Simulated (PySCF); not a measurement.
# C₆H₅F: circular dichroism and optical rotation, excited states, first hyperpolarisability

Wanted: circular dichroism and optical rotation, excited states, first hyperpolarisability for C₆H₅F (`C#CC(C)=C=CF`).

Computed with PySCF 2.14.0 and routines of our own; the level stands in each step. Atoms count from 0.

## (1) The starting structure

12 atoms, charge 0, multiplicity 1; geometry from: GFN2-xTB.

## (2) Optimising the geometry at PBE0-D3(BJ)/def2-SVP

What the job is given:

```
{"job": {"xc": "PBE0", "basis": "def2-SVP", "d3": "d3bj", "grid": 2, "kind": "geom"}, "charge": 0, "multiplicity": 1}
C     -1.912622     1.881825     0.255971
C     -1.114039     0.995124     0.128398
C     -0.203660    -0.082837    -0.020992
C     -0.806533    -1.450683    -0.177744
C      1.086544     0.136970    -0.033556
C      2.364396     0.341254    -0.048522
F      3.124676     0.317468     1.072922
H     -2.600651     2.665679     0.369728
H     -1.416777    -1.683346     0.693889
H     -1.450955    -1.471864    -1.055725
H     -0.028336    -2.202000    -0.282703
H      2.959156     0.551724    -0.927692
```

Launch:

```bash
$ OMP_NUM_THREADS=1 python excited_run.py task.json out
```

One launch serves the whole session: the jobs run in the order shown.

Log:

```text
step   0  E = -330.72590908  max force = 0.018093
step   1  E = -330.72794973  max force = 0.006308
step   2  E = -330.72791050  max force = 0.003778
step   3  E = -330.72800564  max force = 0.001272
step   4  E = -330.72801274  max force = 0.000309
optimisation converged
```

Run time: 30 s. Hardware: 1 thread of Arm Neoverse V1, shared host; peak memory 0.61 GiB.

Along the way: (the energy doesn't fall at every step)

```csv
step,energy from step 0 (eV),largest force component (eV/Å)
0,0.0000,0.9304
1,-0.0555,0.3244
2,-0.0545,0.1943
3,-0.0571,0.0654
4,-0.0572,0.0159
```

Distances of close pairs at the start and the end, largest changes first:

```csv
bond,before (Å),after (Å),change (Å)
C0–H7,1.049,1.075,+0.025
C5–F6,1.355,1.335,-0.020
C1–C2,1.419,1.433,+0.014
C5–H11,1.082,1.096,+0.014
C2–C4,1.309,1.322,+0.013
C0–C1,1.200,1.213,+0.013
C4–C5,1.294,1.306,+0.012
C3–H8,1.089,1.101,+0.012
```

The final coordinates are the input of the step that follows.

```csv
at the end point,value
point group (found at 0.08 Å tolerance),C1
"rotational constants (GHz, main isotopes)","4.653, 1.428, 1.152"
dipole moment (D),1.74
```

## (3) Circular dichroism and optical rotation: TDDFT CAM-B3LYP/def2-TZVPD

What the job is given:

```
{"job": {"kind": "ecd", "xc": "CAM-B3LYP", "basis": "def2-TZVPD", "nstates": 12}, "charge": 0, "multiplicity": 1}
C     -2.358731     1.680127     0.441548
C     -1.547354     0.787148     0.316189
C     -0.630754    -0.303424     0.165883
C     -1.218234    -1.685299     0.029114
C      0.671783    -0.077713     0.153003
C      1.956881     0.147371     0.087912
F      2.760249     0.155551     1.154294
H     -3.064707     2.482225     0.554930
H     -1.828410    -1.924776     0.913641
H     -1.881336    -1.728943    -0.848749
H     -0.428040    -2.439155    -0.077210
H      2.489909     0.351003    -0.847589
```

Level: TDDFT CAM-B3LYP/def2-TZVPD circular dichroism and optical rotation, one conformer, gas phase.

Log:

```text
coarse grid: 10704 points
cycle   1  E = -331.2645794254  dE =  1.090e+00  |g| = 5.419e-01  |ddm| = 5.128e+00
cycle   2  E = -331.2662001668  dE = -1.621e-03  |g| = 6.093e-01  |ddm| = 1.812e+00
cycle   3  E = -331.3226988984  dE = -5.650e-02  |g| = 7.242e-02  |ddm| = 4.891e-01
cycle   4  E = -331.3234045933  dE = -7.057e-04  |g| = 3.515e-02  |ddm| = 1.361e-01
cycle   5  E = -331.3236411832  dE = -2.366e-04  |g| = 1.406e-02  |ddm| = 7.093e-02
cycle   6  E = -331.3236834446  dE = -4.226e-05  |g| = 4.288e-03  |ddm| = 1.817e-02
cycle   7  E = -331.3236876971  dE = -4.252e-06  |g| = 1.218e-03  |ddm| = 7.255e-03
final grid: 105712 points
cycle   8  E = -331.3210330880  dE = -3.949e-05  |g| = 4.240e-03  |ddm| = 3.614e-01
cycle   9  E = -331.3210319788  dE =  1.109e-06  |g| = 4.981e-03  |ddm| = 2.272e-02
cycle  10  E = -331.3210362839  dE = -4.305e-06  |g| = 7.673e-04  |ddm| = 4.877e-03
cycle  11  E = -331.3210363907  dE = -1.068e-07  |g| = 3.261e-04  |ddm| = 1.763e-03
cycle  12  E = -331.3210364138  dE = -2.309e-08  |g| = 1.310e-04  |ddm| = 5.592e-04
cycle  13  E = -331.3210364173  dE = -3.481e-09  |g| = 2.110e-05  |ddm| = 2.151e-04
cycle  14  E = -331.3210364174  dE = -1.420e-10  |g| = 8.603e-06  |ddm| = 9.586e-05
converged SCF energy = -331.3210364174

Singlet excitations and rotatory strengths (1e-40 esu^2 cm^2)
state   eV       nm     f(len)   f(vel)    R(len)    R(vel)   main configurations
  1   4.6988   263.9  0.00073  0.00073     1.098     1.055   H-1->L 0.96
  2   5.4592   227.1  0.00506  0.00502   -26.854   -26.703   H-2->L 0.86
  3   5.5127   224.9  0.27926  0.27744    33.503    33.389   H->L 0.82
  4   5.8132   213.3  0.00027  0.00028    -3.152    -3.184   H->L+2 0.55, H->L+1 0.23, H->L+4 0.10
  5   6.6309   187.0  0.00518  0.00565    -5.481    -5.560   H->L+1 0.51, H->L+2 0.15, H->L+5 0.12
  6   6.8224   181.7  0.00389  0.00396   -15.345   -15.186   H->L+6 0.34, H->L+1 0.13, H->L+8 0.12
  7   7.0049   177.0  0.02079  0.02184    -4.954    -5.317   H-1->L+1 0.68
  8   7.1208   174.1  0.11928  0.11801    37.968    38.185   H-3->L 0.39, H-2->L+2 0.13
  9   7.3996   167.6  0.77343  0.77123    25.955    26.380   H-1->L+2 0.66, H-1->L+1 0.10
 10   7.5358   164.5  0.04028  0.04306   -35.421   -35.955   H->L+3 0.78
 11   7.6419   162.2  0.16522  0.17094    -6.277    -6.531   H-2->L+1 0.53, H-2->L+2 0.14, H-1->L+3 0.10
 12   7.7922   159.1  0.01199  0.01215     8.374     8.510   H->L+4 0.68, H-3->L 0.10

Specific rotation (deg / (dm g/mL))
    nm     length   length(OI)   velocity    alpha(len)  alpha(vel)
  633.0      66.91      67.38      64.32       82.884     82.820
  589.3      79.23      79.79      76.19       83.452     83.388
  546.0      95.38      96.05      91.76       84.176     84.112
  436.0     172.62     173.74     166.33       87.348     87.282
  405.0     214.49     215.83     206.82       88.897     88.831
  365.0     300.82     302.57     290.41       91.784     91.716
  355.0     332.20     334.10     320.83       92.744     92.674
```

Wall time 2.1 min (1 thread of Arm Neoverse V1, shared host); peak memory 1.2 GiB.

The fields below are evaluated on a grid from the run's orbitals.

Frontier orbitals at CAM-B3LYP/def2-TZVPD, with the share of their density that lies nearest to each atom:

```csv
orbital,energy (eV),lies on
HOMO,-8.59,"C0, C4 about 28 % each; C1, C2 about 16 % each"
LUMO,-0.29,"C2, C4 about 23 % each; C0 14 %; F6 8 %"
```

ELF in a plane through or near 8 of the atoms.

Ten even steps from '0' (0.00) to '9' (1.00):
```
0000000000000000000000000000
0000000000000000000000000000
0000000000000000000000000000
0000000000000000011378510000
0000000000000001334799970000
0000000002310005676899981000
0000000125750015882199870000
0000001358873015565266310000
0000012276845448238874100000
0000002428486638857763100000
0000001589757363521110000000
0000001478633689510000000000
0000000121002651452000000000
0000000000089982563100000000
0000000000499995442000000000
0000000000499982100000000000
0000000000058740000000000000
0000000000000000000000000000
0000000000000000000000000000
0000000000000000000000000000
```
The map spans 11.3 Å across and 9.9 Å up, centred on the molecule. Atoms in the plane (x, y in Å): C0 (2.2, 1.6), C1 (1.3, 0.8), C2 (0.2, -0.1), C3 (0.6, -1.6), C4 (-1.1, 0.3), C5 (-2.3, 0.7), H7 (3.0, 2.3), H10 (-0.3, -2.2).

log10 of the density (e/Å³) in the same plane.

Ten even steps from '0' (-4.0) to '9' (2.1):
```
0000000000000000000000000000
0000000000000000001110000000
0000000000000001112222110000
0000000001000112233343321000
0000011122211223344555432100
0001223333332334456666542100
0012334444443345567766542100
0023445666555456677765432100
0023456697766666886654331000
0013445677797777666543321000
0012334556666787654432210000
0001223445555666654322100000
0000112333445667654321000000
0000001122346677665321000000
0000000012356666554321000000
0000000001344554443210000000
0000000001233333322100000000
0000000000012221110000000000
0000000000000000000000000000
0000000000000000000000000000
```
The map spans 11.3 Å across and 9.9 Å up, centred on the molecule. Atoms in the plane (x, y in Å): C0 (2.2, 1.6), C1 (1.3, 0.8), C2 (0.2, -0.1), C3 (0.6, -1.6), C4 (-1.1, 0.3), C5 (-2.3, 0.7), H7 (3.0, 2.3), H10 (-0.3, -2.2).

On the surface of density 0.002 e/bohr³ the electrostatic potential runs, from the 1st to the 99th percentile, from -0.81 V near F6 to 1.53 V near H7.

## (4) Excited states: TDA CAM-B3LYP/def2-TZVPD

The job, as its differences from that of step 3:

```diff
@@ -1,2 +1,2 @@
-{"job": {"kind": "ecd", "xc": "CAM-B3LYP", "basis": "def2-TZVPD", "nstates": 12}, "charge": 0, "multiplicity": 1}
+{"job": {"kind": "states", "xc": "CAM-B3LYP", "basis": "def2-TZVPD", "tda": true, "soc": true, "nstates": 6, "ntriplets": 5, "nquad": 4}, "charge": 0, "multiplicity": 1}
 C     -2.358731     1.680127     0.441548
```

Method: TDA CAM-B3LYP/def2-TZVPD excited states, vertical, gas phase, spin-orbit mean-field couplings.

Log:

```text
coarse grid: 10704 points
cycle   1  E = -331.2645794254  dE =  1.090e+00  |g| = 5.419e-01  |ddm| = 5.128e+00
cycle   2  E = -331.2662001668  dE = -1.621e-03  |g| = 6.093e-01  |ddm| = 1.812e+00
cycle   3  E = -331.3226988984  dE = -5.650e-02  |g| = 7.242e-02  |ddm| = 4.891e-01
cycle   4  E = -331.3234045933  dE = -7.057e-04  |g| = 3.515e-02  |ddm| = 1.361e-01
cycle   5  E = -331.3236411832  dE = -2.366e-04  |g| = 1.406e-02  |ddm| = 7.093e-02
cycle   6  E = -331.3236834446  dE = -4.226e-05  |g| = 4.288e-03  |ddm| = 1.817e-02
cycle   7  E = -331.3236876971  dE = -4.252e-06  |g| = 1.218e-03  |ddm| = 7.255e-03
final grid: 105712 points
cycle   8  E = -331.3210330880  dE = -3.949e-05  |g| = 4.240e-03  |ddm| = 3.614e-01
cycle   9  E = -331.3210319788  dE =  1.109e-06  |g| = 4.981e-03  |ddm| = 2.272e-02
cycle  10  E = -331.3210362839  dE = -4.305e-06  |g| = 7.673e-04  |ddm| = 4.877e-03
cycle  11  E = -331.3210363907  dE = -1.068e-07  |g| = 3.261e-04  |ddm| = 1.763e-03
cycle  12  E = -331.3210364138  dE = -2.309e-08  |g| = 1.310e-04  |ddm| = 5.592e-04
cycle  13  E = -331.3210364173  dE = -3.481e-09  |g| = 2.110e-05  |ddm| = 2.151e-04
cycle  14  E = -331.3210364174  dE = -1.420e-10  |g| = 8.603e-06  |ddm| = 9.586e-05
converged SCF energy = -331.3210364174

Singlet excitations
state   eV       nm        f     d(h-e)  d(exc)  Lambda  PR(NTO)  |dmu|/D   mu/D   main configurations
  1   4.7251   262.4   0.00092   1.084   2.829   0.505   1.022    2.696    2.077   H-1->L 0.96
  2   5.4828   226.1   0.00053   1.049   2.780   0.421   1.100    3.321    4.554   H-2->L 0.88
  3   5.7076   217.2   0.30224   0.610   2.917   0.738   1.491    1.642    3.085   H->L 0.73
  4   5.8379   212.4   0.00083   0.473   2.900   0.421   1.172    1.112    2.608   H->L+2 0.55, H->L+1 0.23, H->L+4 0.10
  5   6.6403   186.7   0.00545   0.341   3.509   0.395   1.131                     H->L+1 0.53, H->L+2 0.17, H->L+5 0.11
  6   6.8404   181.3   0.00295   0.571   2.985   0.405   1.345                     H->L+6 0.35, H->L+8 0.12, H->L+1 0.12

Triplet excitations (Tamm-Dancoff)
state   eV     d(h-e)  d(exc)  Lambda  PR(NTO)   main configurations
  1   3.4391   0.183   2.615   0.785   1.082   H->L 0.90
  2   4.3413   1.078   2.778   0.503   1.024   H-1->L 0.94
  3   4.6141   0.138   2.149   0.518   1.030   H-1->L+2 0.45, H-1->L+1 0.16, H-1->L+4 0.10
  4   5.0946   0.763   2.633   0.417   1.439   H-2->L 0.72
  5   5.3968   0.169   2.148   0.561   2.533   H-3->L 0.32, H-2->L+2 0.17, H-2->L+6 0.08
S1 - T1 = 1.2860 eV

Spin-orbit couplings |<S|Hso|T>| (cm-1)
             T1       T2       T3       T4       T5
S0        0.184   11.221    0.399    4.985    0.695
S1        5.161    0.245    8.253    0.370    1.414
S2        7.065    0.507    1.473    0.427    1.074
S3        0.353    4.814    0.342   16.107    0.187
S4        4.660    0.324    3.220    0.901    1.750
S5        3.481    0.567    0.949    1.798    1.366
S6        7.392    0.527    2.104    1.490    2.168
T1 sublevels (cm-1): 0.000 0.001 0.003   radiative rates (1/s): 0.0822 0.0185 0.0273
```

It took 74 s on 1 thread of Arm Neoverse V1, shared host; peak memory 1.1 GiB.

In short:

```csv
quantity,value
S1 less T1,1.29 eV
```

## (5) Excited states: TDDFT CAM-B3LYP/def2-TZVPD

The job, as its differences from that of step 4:

```diff
@@ -1,2 +1,2 @@
-{"job": {"kind": "states", "xc": "CAM-B3LYP", "basis": "def2-TZVPD", "tda": true, "soc": true, "nstates": 6, "ntriplets": 5, "nquad": 4}, "charge": 0, "multiplicity": 1}
+{"job": {"kind": "states", "xc": "CAM-B3LYP", "basis": "def2-TZVPD", "tpa": true, "nstates": 8, "nquad": 6, "ntriplets": 0}, "charge": 0, "multiplicity": 1}
 C     -2.358731     1.680127     0.441548
```

Level: TDDFT CAM-B3LYP/def2-TZVPD excited states, vertical, gas phase, two-photon moments by quadratic response.

Log:

```text
coarse grid: 10704 points
cycle   1  E = -331.2645794254  dE =  1.090e+00  |g| = 5.419e-01  |ddm| = 5.128e+00
cycle   2  E = -331.2662001668  dE = -1.621e-03  |g| = 6.093e-01  |ddm| = 1.812e+00
cycle   3  E = -331.3226988984  dE = -5.650e-02  |g| = 7.242e-02  |ddm| = 4.891e-01
cycle   4  E = -331.3234045933  dE = -7.057e-04  |g| = 3.515e-02  |ddm| = 1.361e-01
cycle   5  E = -331.3236411832  dE = -2.366e-04  |g| = 1.406e-02  |ddm| = 7.093e-02
cycle   6  E = -331.3236834446  dE = -4.226e-05  |g| = 4.288e-03  |ddm| = 1.817e-02
cycle   7  E = -331.3236876971  dE = -4.252e-06  |g| = 1.218e-03  |ddm| = 7.255e-03
final grid: 105712 points
cycle   8  E = -331.3210330880  dE = -3.949e-05  |g| = 4.240e-03  |ddm| = 3.614e-01
cycle   9  E = -331.3210319788  dE =  1.109e-06  |g| = 4.981e-03  |ddm| = 2.272e-02
cycle  10  E = -331.3210362839  dE = -4.305e-06  |g| = 7.673e-04  |ddm| = 4.877e-03
cycle  11  E = -331.3210363907  dE = -1.068e-07  |g| = 3.261e-04  |ddm| = 1.763e-03
cycle  12  E = -331.3210364138  dE = -2.309e-08  |g| = 1.310e-04  |ddm| = 5.592e-04
cycle  13  E = -331.3210364173  dE = -3.481e-09  |g| = 2.110e-05  |ddm| = 2.151e-04
cycle  14  E = -331.3210364174  dE = -1.420e-10  |g| = 8.603e-06  |ddm| = 9.586e-05
converged SCF energy = -331.3210364174

Singlet excitations
state   eV       nm        f     d(h-e)  d(exc)  Lambda  PR(NTO)  |dmu|/D   mu/D   delta(TPA)   sigma/GM   main configurations
  1   4.6989   263.9   0.00073   1.077   2.828   0.505   1.029    2.707    2.086        0.13      0.001   H-1->L 0.96
  2   5.4592   227.1   0.00503   1.049   2.793   0.425   1.091    3.267    4.506        0.82      0.009   H-2->L 0.86
  3   5.5130   224.9   0.27934   0.574   2.907   0.738   1.457    1.582    3.047       50.76      0.565   H->L 0.82
  4   5.8132   213.3   0.00027   0.479   2.895   0.420   1.190    1.148    2.641        0.46      0.006   H->L+2 0.55, H->L+1 0.23, H->L+4 0.10
  5   6.6310   187.0   0.00518   0.323   3.470   0.395   1.148    1.805    0.829       58.93      0.949   H->L+1 0.51, H->L+2 0.15, H->L+5 0.12
  6   6.8224   181.7   0.00389   0.572   3.030   0.407   1.344    1.474    2.879       29.41      0.502   H->L+6 0.34, H->L+1 0.13, H->L+8 0.12
  7   7.0051   177.0   0.02079   0.644   3.584   0.420   1.151                                            H-1->L+1 0.68
  8   7.1210   174.1   0.11934   0.406   2.850   0.589   3.126                                            H-3->L 0.39, H-2->L+2 0.13
```

Run time: 79 s. Hardware: 1 thread of Arm Neoverse V1, shared host; peak memory 1.2 GiB.

## (6) First hyperpolarisability: quadratic response CAM-B3LYP/def2-TZVPD

The job, as its differences from that of step 5:

```diff
@@ -1,2 +1,2 @@
-{"job": {"kind": "states", "xc": "CAM-B3LYP", "basis": "def2-TZVPD", "tpa": true, "nstates": 8, "nquad": 6, "ntriplets": 0}, "charge": 0, "multiplicity": 1}
+{"job": {"kind": "beta", "xc": "CAM-B3LYP", "basis": "def2-TZVPD"}, "charge": 0, "multiplicity": 1}
 C     -2.358731     1.680127     0.441548
```

Level: quadratic response CAM-B3LYP/def2-TZVPD first hyperpolarisability, Taylor convention, gas phase.

Log:

```text
coarse grid: 10704 points
cycle   1  E = -331.2645794254  dE =  1.090e+00  |g| = 5.419e-01  |ddm| = 5.128e+00
cycle   2  E = -331.2662001668  dE = -1.621e-03  |g| = 6.093e-01  |ddm| = 1.812e+00
cycle   3  E = -331.3226988984  dE = -5.650e-02  |g| = 7.242e-02  |ddm| = 4.891e-01
cycle   4  E = -331.3234045933  dE = -7.057e-04  |g| = 3.515e-02  |ddm| = 1.361e-01
cycle   5  E = -331.3236411832  dE = -2.366e-04  |g| = 1.406e-02  |ddm| = 7.093e-02
cycle   6  E = -331.3236834446  dE = -4.226e-05  |g| = 4.288e-03  |ddm| = 1.817e-02
cycle   7  E = -331.3236876971  dE = -4.252e-06  |g| = 1.218e-03  |ddm| = 7.255e-03
final grid: 105712 points
cycle   8  E = -331.3210330880  dE = -3.949e-05  |g| = 4.240e-03  |ddm| = 3.614e-01
cycle   9  E = -331.3210319788  dE =  1.109e-06  |g| = 4.981e-03  |ddm| = 2.272e-02
cycle  10  E = -331.3210362839  dE = -4.305e-06  |g| = 7.673e-04  |ddm| = 4.877e-03
cycle  11  E = -331.3210363907  dE = -1.068e-07  |g| = 3.261e-04  |ddm| = 1.763e-03
cycle  12  E = -331.3210364138  dE = -2.309e-08  |g| = 1.310e-04  |ddm| = 5.592e-04
cycle  13  E = -331.3210364173  dE = -3.481e-09  |g| = 2.110e-05  |ddm| = 2.151e-04
cycle  14  E = -331.3210364174  dE = -1.420e-10  |g| = 8.603e-06  |ddm| = 9.586e-05
converged SCF energy = -331.3210364174

Lowest singlets (eV, f): 4.6989 0.0007  5.4592 0.0050  5.5130 0.2793

First hyperpolarisability (au)
process     nm      |vector|   parallel      HRS      DR
static         -       84.10     -46.68      38.76   3.723
shg       1907.0       82.88     -45.49       39.4   3.489
eope      1907.0       83.71     -46.33          -       -
shg       1064.0       80.46     -41.17      41.74   2.984
eope      1064.0       82.79     -45.39          -       -
```

It took 64 s on 1 thread of Arm Neoverse V1, shared host; peak memory 1.1 GiB.

## (7) Circular dichroism and optical rotation: TDDFT CAM-B3LYP/def2-TZVPD in cyclohexane

The job, as its differences from that of step 6:

```diff
@@ -1,2 +1,2 @@
-{"job": {"kind": "beta", "xc": "CAM-B3LYP", "basis": "def2-TZVPD"}, "charge": 0, "multiplicity": 1}
+{"job": {"kind": "ecd", "xc": "CAM-B3LYP", "basis": "def2-TZVPD", "nstates": 12, "solvent": "cyclohexane"}, "charge": 0, "multiplicity": 1}
 C     -2.358731     1.680127     0.441548
```

Method: TDDFT CAM-B3LYP/def2-TZVPD circular dichroism and optical rotation, one conformer, IEF-PCM cyclohexane (non-equilibrium linear response, no local-field factor).

Log:

```text
coarse grid: 10704 points
cycle   1  E = -331.2689194003  dE =  1.086e+00  |g| = 5.369e-01  |ddm| = 5.130e+00
cycle   2  E = -331.2715503588  dE = -2.631e-03  |g| = 5.969e-01  |ddm| = 1.780e+00
cycle   3  E = -331.3255104434  dE = -5.396e-02  |g| = 7.028e-02  |ddm| = 4.669e-01
cycle   4  E = -331.3261912693  dE = -6.808e-04  |g| = 3.350e-02  |ddm| = 1.342e-01
cycle   5  E = -331.3264104448  dE = -2.192e-04  |g| = 1.232e-02  |ddm| = 6.834e-02
cycle   6  E = -331.3264425504  dE = -3.211e-05  |g| = 3.885e-03  |ddm| = 1.685e-02
cycle   7  E = -331.3264461284  dE = -3.578e-06  |g| = 1.061e-03  |ddm| = 6.511e-03
final grid: 105712 points
cycle   8  E = -331.3237773840  dE = -3.976e-05  |g| = 4.142e-03  |ddm| = 3.673e-01
cycle   9  E = -331.3237767651  dE =  6.189e-07  |g| = 4.668e-03  |ddm| = 2.296e-02
cycle  10  E = -331.3237804498  dE = -3.685e-06  |g| = 6.961e-04  |ddm| = 4.501e-03
cycle  11  E = -331.3237805336  dE = -8.377e-08  |g| = 2.768e-04  |ddm| = 1.675e-03
cycle  12  E = -331.3237805505  dE = -1.684e-08  |g| = 1.209e-04  |ddm| = 5.471e-04
cycle  13  E = -331.3237805535  dE = -3.019e-09  |g| = 2.010e-05  |ddm| = 1.949e-04
cycle  14  E = -331.3237805536  dE = -1.360e-10  |g| = 8.257e-06  |ddm| = 9.258e-05
converged SCF energy = -331.3237805536

Singlet excitations and rotatory strengths (1e-40 esu^2 cm^2)
state   eV       nm     f(len)   f(vel)    R(len)    R(vel)   main configurations
  1   4.7099   263.2  0.00097  0.00097     1.057     1.026   H-1->L 0.96
  2   5.4106   229.2  0.41755  0.41500   -17.287   -17.203   H->L 0.86
  3   5.4784   226.3  0.00512  0.00512    26.066    26.017   H-2->L 0.87
  4   5.8234   212.9  0.00028  0.00029    -3.260    -3.297   H->L+2 0.60, H->L+1 0.21, H->L+4 0.09
  5   6.6243   187.2  0.00642  0.00694    -9.089    -9.182   H->L+1 0.55, H->L+2 0.15, H->L+5 0.11
  6   6.8244   181.7  0.00846  0.00848   -24.971   -24.802   H->L+6 0.22, H->L+7 0.15, H->L+1 0.11
  7   7.0070   176.9  0.04783  0.04858     4.882     4.564   H-1->L+1 0.76, H-1->L+3 0.08
  8   7.0562   175.7  0.38612  0.38392    58.972    59.119   H-3->L 0.41, H-2->L+2 0.15
  9   7.2575   170.8  0.61597  0.61554   -13.720   -13.496   H-1->L+2 0.79
 10   7.5979   163.2  0.04027  0.04420   -14.590   -15.271   H->L+3 0.75
 11   7.6364   162.4  0.13748  0.14314    -6.518    -6.404   H-2->L+1 0.57, H-2->L+2 0.11, H-1->L+3 0.11
 12   7.8320   158.3  0.01003  0.00999    -0.819    -0.732   H->L+4 0.60, H-3->L 0.14

Specific rotation (deg / (dm g/mL))
    nm     length   length(OI)   velocity    alpha(len)  alpha(vel)
  633.0      73.55      74.12      70.95       94.109     94.026
  589.3      87.46      88.12      84.40       94.862     94.778
  546.0     105.84     106.63     102.20       95.823     95.739
  436.0     195.75     197.10     189.43      100.090    100.001
  405.0     245.65     247.27     237.94      102.206    102.115
  365.0     350.34     352.49     339.91      106.211    106.114
  355.0     388.83     391.16     377.45      107.560    107.461
```

It took 2.1 min on 1 thread of Arm Neoverse V1, shared host; peak memory 1.2 GiB.

## (8) Results

| quantity | value |
| --- | --- |
| point group | C1 |
| rotational constants (main isotopes) | 4.65, 1.43, 1.15 GHz |
| state of largest rotatory strength (velocity form) among 12 (step 3, TDDFT CAM-B3LYP/def2-TZVPD) | 7.12 eV, R = +38.2 (velocity), +38.0 (length) ·10⁻⁴⁰ esu² cm² |
| specific rotation at 633.0 nm (step 3, TDDFT CAM-B3LYP/def2-TZVPD) | 64.3 (velocity), 66.9 (length) |
| surface potential, 1st and 99th percentile | -0.81 V and 1.53 V |
| S1 less T1 (step 4, TDA CAM-B3LYP/def2-TZVPD) | 1.29 eV |
| β vector (step 6, quadratic response CAM-B3LYP/def2-TZVPD) | static 84, SHG 1907.0 nm 83, SHG 1064.0 nm 80 au |
| state of largest rotatory strength (velocity form) among 12 (step 7, TDDFT CAM-B3LYP/def2-TZVPD in cyclohexane) | 7.06 eV, R = +59.1 (velocity), +59.0 (length) ·10⁻⁴⁰ esu² cm² |
| specific rotation at 633.0 nm (step 7, TDDFT CAM-B3LYP/def2-TZVPD in cyclohexane) | 71.0 (velocity), 73.5 (length) |

Over 4 steps the energy fell by 0.057 eV; of the close pairs, C0–H7 changed most, 1.049 to 1.075 Å. No frequency check was run at this level, so the end point may be a saddle. Rotations belong to one conformer and to the handedness of the start. In step 4, the number of triplets below S1 is 3, and the largest singlet-triplet spin-orbit coupling is S3–T4, 16.11 cm⁻¹.
